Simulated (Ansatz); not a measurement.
# SiC (3C silicon carbide): the cost of one run

Computed with Ansatz 0.2.0 (DFT PBE, scalar-relativistic, plane waves, PAW, unless a step's input says otherwise).

**1. Starting point**

Symmetry: F-43m, No. 216, cubic system. The conventional cell has a = 4.360 Å, b = 4.360 Å, c = 4.360 Å, α = 90.00°, β = 90.00°, γ = 90.00°. Around Si (site symmetry -43m) lie 4 C at 1.89 Å. C (site symmetry -43m) is surrounded by 4 Si at 1.89 Å.

As a file:

```cif
data_structure
_symmetry_space_group_name_H-M 'F-43m'
_symmetry_Int_Tables_number 216
_cell_length_a 4.3600
_cell_length_b 4.3600
_cell_length_c 4.3600
_cell_angle_alpha 90.000
_cell_angle_beta 90.000
_cell_angle_gamma 90.000
_cell_volume 82.88
loop_
_atom_site_label
_atom_site_type_symbol
_atom_site_symmetry_multiplicity
_atom_site_Wyckoff_symbol
_atom_site_fract_x
_atom_site_fract_y
_atom_site_fract_z
_atom_site_occupancy
Si1 Si 4 a 0.00000 0.00000 0.00000 1
C1 C 4 d 0.25000 0.25000 0.75000 1
```

**2. Relaxing cell and atoms: SiC (3C silicon carbide), no spin**

input.yaml

```yaml
crystal:
  lattice:
    - [0.0, 2.18, 2.18]
    - [2.18, 0.0, 2.18]
    - [2.18, 2.18, 0.0]
  atoms:
    - { symbol: Si, position: [0.0, 0.0, 0.0] }
    - { symbol: C, position: [0.25, 0.25, 0.25] }
scf:
  occupations: { method: fixed }
output:
  forces: true
  stress: true
  eigenvalues: true
  write_density: true
  write_potential: true
  elf: true
  volumetric_format: npy
hamiltonian:
  xc: pbe
kpoints:
  mp_grid: { grid: [10, 10, 10] }
basis:
  ecutwfc: 560
relax:
  f_tol: 0.002
  max_steps: 60
  cell: { stress_tol: 0.02 }
```

Run with:

```bash
$ ansatz run input.yaml --threads 4 --pin off --max-ram 8192MiB --backend cpu --events-out ev --progress --plain --runs-dir out
```

What time and memory should one allow on 4 threads of AMD EPYC 9R14 (Zen 4), shared host?

About 1.8 s, with a peak of 0.36 GiB.
